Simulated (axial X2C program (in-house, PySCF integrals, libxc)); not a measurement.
**TbBr⁺: the levels of the configuration f8 s1**

Which Ω levels does TbBr⁺ have in the configuration f8 s1, and how far apart?

The runs use an in-house X2C program for linear molecules on PySCF integrals; two-component X2C, average-of-configuration Hartree–Fock and CI in the open shells.

All values are calculated.

### 1 Set-up

Contents of task.json:

```json
{"zs": [65, 35], "q": 1, "bas": ["dyall-v3z", "dyall-v3z"], "r0": 2.67, "metal": 0, "shells": [[3, [0, 1, 2, 3], 8], [0, [0], 1]], "fix": 0, "emax": 2.2, "nroots": 4}
```

Keys: zs atomic numbers; q charge; bas basis sets; r0 starting distance in Å; metal index of the metal atom; shells open shells as [l, |m| values, electrons]; fix electron count of the first shell held; emax energy window in eV; nroots roots for each Ω.

Command:

```sh
> python soci.py task.json out
```

Two-component X2C with atomic mean-field Coulomb and Gaunt terms, basis Tb dyall-v3z, Br dyall-v3z (cores contracted in-house). Orbitals come from Hartree–Fock averaged over the configuration Tb f8 s1; CI then distributes these electrons over the f, s shells of Tb.

### 2 CI at R = 2.537 Å

Before running it: what results should come out? Wanted: lowest level of the model; next level; lowest curve, Re and ωe.

**Answer**, as computed:

```
                 quantity                             value
lowest level of the model  Ω = 13/2, g∥ = 19.95, 100% f8 s1
               next level         Ω = 11/2, 264 cm⁻¹ higher
  lowest curve, Re and ωe               2.541 Å, 272.0 cm⁻¹
```

**Reading.** In the lowest level ⟨Sz⟩ = 3.47 and ⟨Lz⟩ = 3.03; its leading determinant has weight 0.18 among 325. From 2.537 to 2.359 Å the gap from the lowest to the fifth level goes from 1092 to 1015 cm⁻¹. Without dynamic correlation distances can be off by several hundredths of an Å, and the wavenumbers are rough. There is no dynamic correlation: spin–orbit spacings and, for f shells, spacings inside one term are the most reliable numbers, splittings between terms come out too wide, and energies between configurations are not reliable, so the lowest level need not be the ground state of the molecule. At most 4 roots were kept for each Ω > 0 (twice that for Ω = 0) within 2.2 eV of the lowest, so higher up levels can be missing between those listed; levels with Ω > 0 are doubly degenerate and listed once, Ω = 0 levels singly.
